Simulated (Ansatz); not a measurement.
**MgBe2S3: what a guessed cell relaxes into**

The task: take a trial cell of MgBe2S3 to zero force and stress.

Method: DFT PBE, scalar-relativistic, plane waves, PAW, in Ansatz 0.2.0.

## (1) The system as given

The structure is tetragonal, space group P-4m2 (No. 115). The conventional cell has a = 3.571 Å, b = 3.571 Å, c = 7.866 Å, α = 90.00°, β = 90.00°, γ = 90.00°. Around Mg (site symmetry -4m2) lie 4 S at 2.52 Å and 4 Be at 2.73 Å. Around Be (site symmetry 2mm) lie 7 S at 2.69 to 2.82 Å and 2 Mg at 2.73 Å. S (site symmetry -4m2) is surrounded by 4 Mg at 2.52 Å and 4 Be at 2.73 Å. Around S (site symmetry 2mm) lie 5 Be at 2.69 to 2.82 Å.

Structure file:

```xyz
6
Lattice="3.5705 0.0000 0.0000 0.0000 3.5705 0.0000 0.0000 0.0000 7.8660" Properties=species:S:1:pos:R:3 pbc="T T T"
Mg    0.0000    0.0000    0.0000
Be    0.0000    1.7853    5.8020
Be    1.7853    0.0000    2.0639
S     1.7853    1.7853    0.0000
S     0.0000    1.7853    2.9783
S     1.7853    0.0000    4.8877
```

A structure generator made this guess: species swapped into a database cell of Zr2CuSb3 (P-4m2, No. 115), with Be on the Zr sites, Mg on the Cu sites and S on the Sb sites. Lengths come from tabulated atomic sizes and are only a guess.

## (2) A first look at the guess

Input file input.yaml:

```yaml
crystal:
  lattice:
    - [3.57053766, 0.0, 0.0]
    - [0.0, 3.57053766, 0.0]
    - [0.0, 0.0, 7.86596765]
  atoms:
    - { symbol: Mg, position: [0.0, 0.0, 0.0] }
    - { symbol: Be, position: [0.0, 0.5, 0.73761201] }
    - { symbol: Be, position: [0.5, 0.0, 0.26238799] }
    - { symbol: S, position: [0.5, 0.5, 0.0] }
    - { symbol: S, position: [0.0, 0.5, 0.37862599] }
    - { symbol: S, position: [0.5, 0.0, 0.62137401] }
basis:
  ecutwfc: 420
kpoints:
  mp_grid: { grid: [6, 6, 2] }
hamiltonian:
  xc: pbe
scf:
  occupations: { method: gaussian, width: 0.1 }
  lower_state_search: "off"
output:
  forces: true
  stress: true
  eigenvalues: true
```

Run with:

```
$ ansatz run input.yaml --threads 1 --pin off --max-ram 2560MiB --backend cpu --events-out ev --progress --plain --runs-dir out
```

Further runs follow: a loose first relaxation; relaxation on the finer mesh.

**Question.** What will these runs give? Wanted: conventional cell; volume; energy over the elements; gap on the mesh.

The runs gave:

```
                              quantity                                                                       value
symmetry at the end (tolerance 0.02 Å)                                                 space group P-4m2 (No. 115)
                     conventional cell  a = 3.344 Å, b = 3.344 Å, c = 11.396 Å, α = 90.00°, β = 90.00°, γ = 90.00°
                                volume                                                               21.23 Å³/atom
              energy over the elements                                                               -0.66 eV/atom
                       gap on the mesh                                                                     1.01 eV
```

In words: The space group P-4m2 (No. 115) is kept, and the volume per atom grows by 27.0 % from the first guess. A negative formation energy is needed for stability but isn't enough; other structures and compounds were not set against it here. No finished test with a distortion of lower symmetry is shown, so the end may be a saddle point. Layers here are held mostly by dispersion, which this level lacks, so their spacing and the stiffness across them are unreliable there.
